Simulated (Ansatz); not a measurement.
CH5BSe, SMILES CB[SeH], a short molecular-dynamics run

With Ansatz 0.2.0 through its Python package.

Notebook, run cell by cell (the value of a cell's last expression is shown):

**Cell 1**
```python
import ansatz as az
import numpy as np
```

**Cell 2**
```python
geometry_ang = [
    ('C', (-0.6141, 0.7022, -0.3053)),
    ('B', (0.5959, -0.2168, -0.2971)),
    ('Se', (1.3257, -0.8603, 1.4382)),
    ('H', (-1.4146, 0.2686, -0.8765)),
    ('H', (-0.3909, 1.6913, -0.8378)),
    ('H', (-0.9945, 0.9772, 0.7184)),
    ('H', (1.1212, -0.5549, -1.3084)),
    ('H', (0.4635, -2.0645, 1.4127)),
]
mol = az.Crystal.molecule()
for symbol, xyz in geometry_ang:
    mol = mol.atom(symbol, xyz)
```

**Cell 3**
```python
calculation = (
    mol.calculation()
    .basis(gaussian='def2-SVP')
    .functional('blyp')
    .md('nvt_langevin', timestep=1.0, steps=30, temperature=500, initial_velocities='maxwell_boltzmann', seed=36, friction=0.02)
)
frames = []
done = calculation.session().plan().execute(on_event=lambda e: frames.append(e['data']) if e['event'] == 'md_step' else None)
print('t (fs)   E_pot (eV)      E_kin (eV)   T (K)   d(0-1) (A)')
for f in frames[::2]:
    xyz = np.array(f['positions_ang'])
    print(f'{f["time_fs"]:6.2f} {f["lagrangian_ev"]:14.5f} {f["e_kin_ev"]:10.5f} {f["temperature_k"]:8.1f} {np.linalg.norm(xyz[0] - xyz[1]):9.4f}')
print('mean temperature', round(float(np.mean([f['temperature_k'] for f in frames])), 1), 'K')
```
Output:
```text
t (fs)   E_pot (eV)      E_kin (eV)   T (K)   d(0-1) (A)
  0.00   -67134.52659    0.45241    437.5    1.5194
  2.00   -67134.38783    0.30856    298.4    1.5297
  4.00   -67134.48134    0.41806    404.3    1.5383
  6.00   -67134.42728    0.38261    370.0    1.5536
  8.00   -67134.19537    0.30888    298.7    1.5723
 10.00   -67134.33252    0.49708    480.7    1.5887
 12.00   -67134.28883    0.44567    431.0    1.6028
 14.00   -67134.29303    0.46274    447.5    1.6130
 16.00   -67134.50346    0.71316    689.7    1.6140
 18.00   -67134.49777    0.64461    623.4    1.6029
 20.00   -67134.55230    0.68989    667.2    1.5790
 22.00   -67134.58678    0.69893    675.9    1.5451
 24.00   -67134.41862    0.65545    633.9    1.5133
 26.00   -67134.50052    0.64326    622.1    1.4978
 28.00   -67134.56215    0.69140    668.6    1.4946
 30.00   -67134.54313    0.69259    669.8    1.4984
mean temperature 523.5 K
```

Caveats:
- Total energies depend on the basis set; only differences at equal settings carry meaning.
- The trajectory is only some femtoseconds long, so its temperature is not equilibrated; where the script doesn't relax first, it starts from a rough generated geometry.
- The printed temperature counts all 3N degrees of freedom under Langevin dynamics, so the first row lies under the target.
- With hydrogen a step over 0.5 fs is long.
- It ran for 69 s on 1 thread of Arm Neoverse V1 (shared host), peak memory 0.19 GiB.

(Lines on the test bed's own set-up are left out of the output.)
